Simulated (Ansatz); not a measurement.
# CdH7NOSi2: basis-set convergence

An exercise on one series of results from a longer session: the logs are not shown, and one member is left open.

Program: Ansatz 0.2.0, Gaussian basis. Level of theory: one geometry, several basis sets. These are calculated values, not measurements.

The runs, in order: PBE0-D4/def2-SVP; ωB97M-V/def2-SVP; PBE0-D4/def2-QZVPP; ωB97M-V/def2-QZVPP; the functionals' def2-TZVPP values are taken from earlier runs.

## The relaxed structure

An earlier PBE0-D4 in a triple-zeta def2 set relaxation fixed the geometry. Cd takes the def2 core potential; no spin-orbit term is included.

12 atoms, charge 0, spin multiplicity 1.

Atoms are counted from 1 here; the program's logs count them from 0.

Bond lengths: O1–Cd2 1.957 Å, O1–H6 0.960 Å, Cd2–N3 2.011 Å, N3–Si4 1.720 Å, N3–Si5 1.720 Å, Si4–H7 1.491 Å, Si4–H8 1.491 Å, Si4–H9 1.492 Å, Si5–H10 1.491 Å, Si5–H11 1.491 Å, Si5–H12 1.492 Å. Angles: Cd2–O1–H6 112.7°, O1–Cd2–N3 176.1°, Cd2–N3–Si4 118.0°, Cd2–N3–Si5 118.0°, Si4–N3–Si5 123.9°, N3–Si4–H7 112.3°, N3–Si4–H8 112.1°, N3–Si4–H9 108.8°, H7–Si4–H8 107.3°, H7–Si4–H9 107.9°, H8–Si4–H9 108.3°, N3–Si5–H10 112.1°, N3–Si5–H11 112.3°, N3–Si5–H12 108.8°, H10–Si5–H11 107.3°, H10–Si5–H12 108.3°, H11–Si5–H12 107.9°.

Set-up of the first run:

in.yaml reads:

```yaml
crystal:
  periodic: [false, false, false]
  atoms:
    - {symbol: O, position_ang: [0.091663, 3.627788, 0.978160]}
    - {symbol: Cd, position_ang: [0.027040, 1.744651, 0.448788]}
    - {symbol: N, position_ang: [0.050276, -0.215904, 0.002822]}
    - {symbol: Si, position_ang: [-1.087571, -1.237525, 0.790205]}
    - {symbol: Si, position_ang: [1.185709, -0.765513, -1.166408]}
    - {symbol: H, position_ang: [-0.482173, 4.182934, 0.445356]}
    - {symbol: H, position_ang: [-2.038822, -1.870969, -0.167939]}
    - {symbol: H, position_ang: [-0.423758, -2.337039, 1.546972]}
    - {symbol: H, position_ang: [-1.881504, -0.420017, 1.753201]}
    - {symbol: H, position_ang: [2.091531, -1.814751, -0.617901]}
    - {symbol: H, position_ang: [0.523820, -1.338904, -2.373594]}
    - {symbol: H, position_ang: [2.020790, 0.390251, -1.605563]}
basis:
  gaussian: {orbitals: def2-SVP}
hamiltonian: {xc: pbe0, dispersion: d4}
output: {orbitals: {seedname: orbitals}}
```

Command:

```console
ansatz run in.yaml --threads 4 --pin off --events-out ev --progress --plain --max-ram 11315MiB
```

Among the steps run: PBE0-D4 in def2-SVP; ωB97M-V in def2-SVP; PBE0-D4 in def2-QZVPP; ωB97M-V in def2-QZVPP.

One table of the session follows, with a row left open; its other results are not shown here.

It belongs to the step «Density functionals: the series». 

```
functional       basis  HOMO (eV)  LUMO (eV)
   PBE0-D4    def2-SVP      -7.27      -1.44
   PBE0-D4  def2-TZVPP      -7.40      -1.60
   PBE0-D4  def2-QZVPP      -7.42      -1.65
   ωB97M-V    def2-SVP          ?          ?
   ωB97M-V  def2-TZVPP      -9.66       0.12
   ωB97M-V  def2-QZVPP      -9.67      -0.11
```

Q: Estimate the row for ωB97M-V, def2-SVP from the others.

**Answer.** HOMO (eV): -9.48; LUMO (eV): 0.34. In the column «HOMO (eV)» it lies between ωB97M-V, def2-TZVPP (-9.66) and PBE0-D4, def2-QZVPP (-7.42).
